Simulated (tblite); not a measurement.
# C7H9PSe: the cost of one run

Programs: tblite 0.8.0 and PySCF 2.14.0, with density-fitted response routines of our own. Each step states its level of theory. These are calculated values for one molecule, in the gas phase or a continuum, unless marked as measured. Atoms count from 0, in the outputs and in this text.

**1. The starting structure**

18 atoms, charge 0, multiplicity 1; geometry from: force field or distance geometry start.

Bonds of the start (Å): C0–C1 1.31, C1–C2 1.45, C2–C3 1.30, C3–C4 1.41, C4–C5 1.32, C5–C6 1.48, C5–P7 1.81, P7–Se8 1.86, P7–C2 1.80, C0–H9 1.07, C0–H10 1.08, C1–H11 1.10, C3–H12 1.12, C4–H13 1.11, C6–H14 1.11, C6–H15 1.12, C6–H16 1.12, P7–H17 1.41.

**2. Geometry optimisation with GFN2-xTB**

What the job is given:

```
{"job": {"kind": "relax", "xc": "GFN2-xTB", "basis": "xTB"}, "charge": 0, "multiplicity": 1}
C      2.846200     1.392700    -0.572400
C      2.463900     0.238700    -0.078500
C      1.069500    -0.144500     0.065300
C      0.618500    -1.272000     0.541900
C     -0.780900    -1.460700     0.602400
C     -1.533000    -0.482000     0.145500
C     -3.005000    -0.348200     0.050700
P     -0.382200     0.817600    -0.380000
Se    -0.159400     2.586300     0.138000
H      2.179900     2.157200    -0.919600
H      3.906400     1.602900    -0.638800
H      3.276900    -0.434700     0.246400
H      1.337300    -2.046700     0.915200
H     -1.255800    -2.386600     0.986900
H     -3.279400     0.609000    -0.443600
H     -3.493300    -0.402900     1.056600
H     -3.376700    -1.219700    -0.544500
H     -0.441600     0.800000    -1.789900
```

Run with:

```bash
OMP_NUM_THREADS=1 python probes_run.py task.json out
```

One launch serves the whole session: the jobs run in the order shown.

Q: Estimate the wall time and peak memory of this first job on 1 thread of Arm Neoverse V1, shared host.

About 1.1 s, with a peak of 0.18 GiB.
